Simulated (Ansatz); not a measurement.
# CH7BOSi2: vertical spin-state energies in Python

Which spin state of CH7BOSi2 lies lowest at this geometry? Wanted for CH7BOSi2: vertical spin-state energies.

Program: Ansatz 0.2.0, driven from Python. Level of theory: B3LYP/6-31G. These are calculated values, not measurements.

## 1. The system

Bond lengths: O1–C2 1.356 Å, C2–B3 1.563 Å, B3–Si4 2.079 Å, B3–Si5 2.049 Å, Si4–Si5 2.027 Å, O1–H6 1.023 Å, C2–H7 1.087 Å, C2–H8 1.093 Å, Si4–H9 1.454 Å, Si4–H10 1.482 Å, Si5–H11 1.494 Å, Si5–H12 1.440 Å. Angles (14 of 22 angles, heavy atoms first): O1–C2–B3 108.2°, C2–B3–Si4 151.4°, C2–B3–Si5 149.7°, Si4–B3–Si5 58.8°, B3–Si4–Si5 59.9°, B3–Si5–Si4 61.3°, O1–C2–H7 113.0°, O1–C2–H8 108.4°, B3–C2–H7 108.1°, B3–C2–H8 107.7°, C2–O1–H6 109.5°, B3–Si4–H9 107.0°, B3–Si4–H10 109.2°, Si5–Si4–H9 118.2°.

No structure file is read: the coordinates are typed or built in the script.

## 2. The code

File ch7bosi2_spin.py:

```python
"""Gap between spin states of CH7BOSi2 at one geometry."""

import warnings

import ansatz as az
from ase import Atoms

warnings.simplefilter("ignore", az.DeckWarning)

atoms = Atoms(["O", "C", "B", "Si", "Si", "H", "H", "H", "H", "H", "H", "H"], positions=[
    (-1.6109, 1.8007, 0.2389),
    (-1.6084, 0.4646, 0.4715),
    (-0.1881, -0.0878, 0.1242),
    (1.2055, -1.6289, 0.058),
    (1.7239, 0.2385, -0.5353),
    (-1.794, 1.9742, -0.752),
    (-2.337, -0.0728, -0.1303),
    (-1.7761, 0.3002, 1.5392),
    (0.7506, -2.5692, -0.9535),
    (1.5006, -2.0798, 1.4388),
    (2.4669, 1.0512, 0.4747),
    (1.744, 0.5538, -1.9401),
])
mol = az.Crystal.molecule_from_ase(atoms)

calc = (
    mol.calculation()
    .basis(gaussian="6-31G")
    .functional("b3lyp")
)
found = {}
for unpaired in [0, 2]:
    rep = calc.spin("collinear", total=unpaired).run().report
    s = unpaired / 2
    found[unpaired] = rep["free_energy_ev"]
    print(f"2S+1 = {unpaired + 1}: E = {found[unpaired]:.5f} eV, <S^2> = {abs(rep['mean_field']['state']['spin_squared']):.3f} (pure state {s * (s + 1):.2f})")
lowest = min(found, key=found.get)
for unpaired, e in found.items():
    print(f"multiplicity {unpaired + 1}: {96.485332 * (e - found[lowest]):.1f} kJ/mol above the lowest")
```

## 3. The calls as engine input

The engine receives this input (first run):

```yaml
crystal:
  periodic: [false, false, false]
  atoms:
    - { symbol: O, position_ang: [-1.6109, 1.8007, 0.2389] }
    - { symbol: C, position_ang: [-1.6084, 0.4646, 0.4715] }
    - { symbol: B, position_ang: [-0.1881, -0.0878, 0.1242] }
    - { symbol: Si, position_ang: [1.2055, -1.6289, 0.058] }
    - { symbol: Si, position_ang: [1.7239, 0.2385, -0.5353] }
    - { symbol: H, position_ang: [-1.794, 1.9742, -0.752] }
    - { symbol: H, position_ang: [-2.337, -0.0728, -0.1303] }
    - { symbol: H, position_ang: [-1.7761, 0.3002, 1.5392] }
    - { symbol: H, position_ang: [0.7506, -2.5692, -0.9535] }
    - { symbol: H, position_ang: [1.5006, -2.0798, 1.4388] }
    - { symbol: H, position_ang: [2.4669, 1.0512, 0.4747] }
    - { symbol: H, position_ang: [1.744, 0.5538, -1.9401] }
basis:
  gaussian:
    orbitals: "6-31G"
hamiltonian:
  xc: b3lyp
magnetization:
  spin_polarized: true
  initial_magnetization: 0.0
```

## 4. The run

Command:

```sh
> python ch7bosi2_spin.py
```

What it wrote:

```text
2S+1 = 1: E = -19622.87469 eV, <S^2> = 0.000 (pure state 0.00)
2S+1 = 3: E = -19621.44509 eV, <S^2> = 2.007 (pure state 2.00)
multiplicity 1: 0.0 kJ/mol above the lowest
multiplicity 3: 137.9 kJ/mol above the lowest
```

It took 11 s on 1 thread of Arm Neoverse V2, shared host; peak memory 0.28 GiB.

## 5. Inputs of later runs

The engine's inputs for the other runs:

Run 2, against run 1:

```diff
@@ -23 +23 @@
-  initial_magnetization: 0.0
+  initial_magnetization: 2.0
```

Lines on the test bed's own set-up are left out of the output.

## 6. Run by run

From the records of these 2 runs:

| run | 2S+1 | energy from run 1 (eV) | <S²> | SCF cycles | CPU time (s) |
| --- | --- | --- | --- | --- | --- |
| 1 | 1 | 0.0000 | 0.00 | 21 | 5.3 |
| 2 | 3 | 1.4296 | 2.01 | 21 | 5.4 |

## 7. Outcome

| quantity | value |
| --- | --- |
| runs compared | 2 |
| lowest | run 1 (2S+1 = 1) |
| next above it by | 1.430 eV |

**Reading.** In order: multiplicity 1 (+0.00 eV) and multiplicity 3 (+1.43 eV), all at the one geometry. Caveats:
- The geometry is a force-field or estimated start, not a minimum of this method, and the basis set is short of its limit. All parts are taken at fixed geometry, without zero-point energy.
- b3lyp holds the VWN-RPA fit, as in Gaussian; the form of ORCA and Turbomole is b3lyp5.
